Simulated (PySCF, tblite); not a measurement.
# C₄H₁₂OSi₃: geometry, infrared bands and NMR shifts

Wanted: the infrared bands and NMR shifts of C₄H₁₂OSi₃ (`C=C[SiH2]C([SiH3])([SiH3])C=O`), by calculation.

The runs use tblite 0.8.0 and PySCF 2.14.0, with density-fitted response routines of our own; the level of theory stands in each step. All values are computed, except where a source is named. Atoms count from 0, in the outputs and in this text.

### 1 The molecule as given

20 atoms, charge 0, multiplicity 1; geometry from: force field or distance geometry start.

Bonds of the start (Å): C0–C1 1.36, C1–Si2 1.84, Si2–C3 1.87, C3–Si4 1.88, C3–Si5 1.85, C3–C6 1.50, C6–O7 1.24, C0–H8 1.10, C0–H9 1.07, C1–H10 1.11, Si2–H11 1.47, Si2–H12 1.47, Si4–H13 1.46, Si4–H14 1.48, Si4–H15 1.47, Si5–H16 1.49, Si5–H17 1.46, Si5–H18 1.46, C6–H19 1.10.

### 2 Optimising the geometry with GFN2-xTB

The job: settings as JSON, then the geometry in Å.

```
{"job": {"kind": "relax", "xc": "GFN2-xTB", "basis": "xTB"}, "charge": 0, "multiplicity": 1}
C      2.900100    -1.040600    -0.123600
C      2.251100     0.113700     0.185000
Si     0.888300     0.751700    -0.865500
C     -0.775700     0.094500    -0.336100
Si    -1.925200     1.477500     0.228500
Si    -0.695000    -1.124800     1.055200
C     -1.414100    -0.448200    -1.577600
O     -0.791300    -0.364600    -2.642100
H      2.613600    -1.614100    -1.012500
H      3.678400    -1.361600     0.539100
H      2.554800     0.668200     1.095500
H      1.135900     0.376400    -2.269500
H      0.782700     2.215400    -0.797500
H     -1.431100     1.960500     1.512900
H     -1.914000     2.577800    -0.767500
H     -3.256500     0.870900     0.390400
H     -1.245000    -0.436500     2.261000
H      0.650200    -1.545700     1.438900
H     -1.600100    -2.247500     0.811800
H     -2.412400    -0.912500    -1.539100
```

Started as:

```sh
$ OMP_NUM_THREADS=1 python probes_run.py task.json out
```

The driver reads the jobs from task.json and runs them one after another.

**Question.** This job is followed by: GFN2-xTB harmonic vibrations, gas phase; GIAO PBE0/pcSseg-1 NMR shielding, non-relativistic, gas phase. What will the session give for the following? strongest single infrared mode (GFN2-xTB); zero-point energy (GFN2-xTB); 13C shifts against TMS (PBE0/pcSseg-1); 1H shifts against TMS (PBE0/pcSseg-1, means over atoms taken as alike); 29Si shifts against TMS (PBE0/pcSseg-1, means over atoms taken as alike); 17O shifts against H2O (PBE0/pcSseg-1).

The runs gave:

```
                                                                quantity                                   value
                               strongest single infrared mode (GFN2-xTB)                    774 cm⁻¹, 665 km/mol
                                            zero-point energy (GFN2-xTB)                           82.4 kcal/mol
                                  13C shifts against TMS (PBE0/pcSseg-1)           208.1, 143.0, 142.4, 28.3 ppm
  1H shifts against TMS (PBE0/pcSseg-1, means over atoms taken as alike)  9.69, 6.48, 6.41, 6.24, 4.73, 4.10 ppm
29Si shifts against TMS (PBE0/pcSseg-1, means over atoms taken as alike)                        -40.6, -70.9 ppm
                                  17O shifts against H2O (PBE0/pcSseg-1)                               670.2 ppm
```

**Reading.** Relaxing lowered the energy by 0.842 eV in 183 steps; the close pair that moved most is Si2–C3, from 1.866 to 1.927 Å. No mode is imaginary among the 54: a minimum at this level. The strongest single mode, at 774 cm⁻¹, has its largest shares on H13, H16, H14 and H17 (the list is cut at 4 atoms). Unscaled tight-binding wavenumbers are off by several per cent, some by more. Its intensities can rank the bands wrongly. The most deshielded carbon is C6 (aldehyde carbonyl carbon), at 208.1 ppm: the double bond to the heteroatom, with no lone-pair donor beside it, deshields it most. H19 (hydrogen on an aldehyde carbonyl carbon) lies farthest downfield among hydrogen, at 9.69 ppm; the C=O anisotropy and electron withdrawal place aldehyde protons far downfield. At PBE0/pcSseg-1: The widest tensor belongs to O7: span 1196 ppm, with a paramagnetic part of -736 ppm.
